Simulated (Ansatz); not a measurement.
**NbH (quintet): wave-function methods side by side at distance Nb1–H2 = 3.816 Å, def2-TZVP**

An exercise on one series of results from a longer session: the logs are not shown, and one member is left open.

The runs use Ansatz 0.2.0, Gaussian basis; def2-TZVP, core rule «outside noble gas», up to 4 orbitals frozen.

The runs, in order: UHF; CCSD(T) on ROHF; CCSD(T) on UHF; CISD as a restricted active space (open shells left free, so some higher excitations enter); CCSDT(Q) on ROHF; CCSDT(Q) on UHF; CASSCF and MRCISD+Q, 6 electrons in 6 orbitals; CASSCF and NEVPT2, 6 electrons in 6 orbitals; Full CI.

21 further runs of the same task are left out: 6 for a known fault of the program, 12 that didn't finish, 3 set aside as unsound or not needed. Runs told in other sessions of the task aren't counted.

## What is computed

The geometry derives from a PBE0/def2-TZVP stationary point (not a proven minimum). One bond is set to the value named and the two fragments are kept rigid. No spin-orbit coupling is included. Elements past krypton take def2 core potentials.

2 atoms, charge 0, spin multiplicity 5.

Atoms are counted from 1 here; the program's logs count them from 0.

No contacts short enough for the rule that draws bonds.

The first run:

in.yaml

```yaml
crystal:
  periodic: [false, false, false]
  atoms:
    - {symbol: Nb, position_ang: [0.000000, 0.000000, 0.000000]}
    - {symbol: H, position_ang: [0.000000, 0.000000, 3.816000]}
basis:
  gaussian: {orbitals: def2-TZVP}
magnetization: {spin_polarized: true, initial_magnetization: 4}
hamiltonian: {xc: hf}
output: {orbitals: {seedname: orbitals}}
```

Run with:

```console
$ ansatz run in.yaml --threads 1 --pin off --events-out ev --progress --plain --max-ram 2393MiB
```

Steps of the session up to this table: UHF; CCSD(T) on ROHF; CCSD(T) on UHF; CISD as a restricted active space (open shells left free, so some higher excitations enter); CCSDT(Q) on ROHF; CCSDT(Q) on UHF; CASSCF and MRCISD+Q, 6 electrons in 6 orbitals; CASSCF and NEVPT2, 6 electrons in 6 orbitals; Full CI.

One table of the session follows, with a row left open; its other results are not shown here.

| method | from FCI (meV) |
| --- | --- |
| ROHF | +2146.9 |
| RMP2 | +617.8 |
| CISD | +221.6 |
| RCCSD | +195.5 |
| RCCSD(T) | ? |
| RCCSDT | +14.8 |
| RCCSDT(Q) | -7.0 |
| CASSCF pair | +1302.8 |
| NEVPT2 pair | +405.7 |
| MRCISD pair | +14.4 |
| MRCISD+Q pair | -24.4 |
| FCI | 0 |

**Question.** Estimate the row for RCCSD(T).

As computed: from FCI (meV): +109.5. In the column «from FCI (meV)» it lies between RCCSDT (+14.8) and RCCSD (+195.5).

Left out of the table: UHF, UMP2, UCCSD, UCCSD(T), UCCSDT, UCCSDT(Q) (another determinant or state than the rows shown).

To keep in mind: The program flags RCCSDT(Q) as in doubt, so read those rows with care; the flags are other amplitudes. RCCSDT(Q), MRCISD+Q pair fall below full CI, which methods that aren't variational can do.
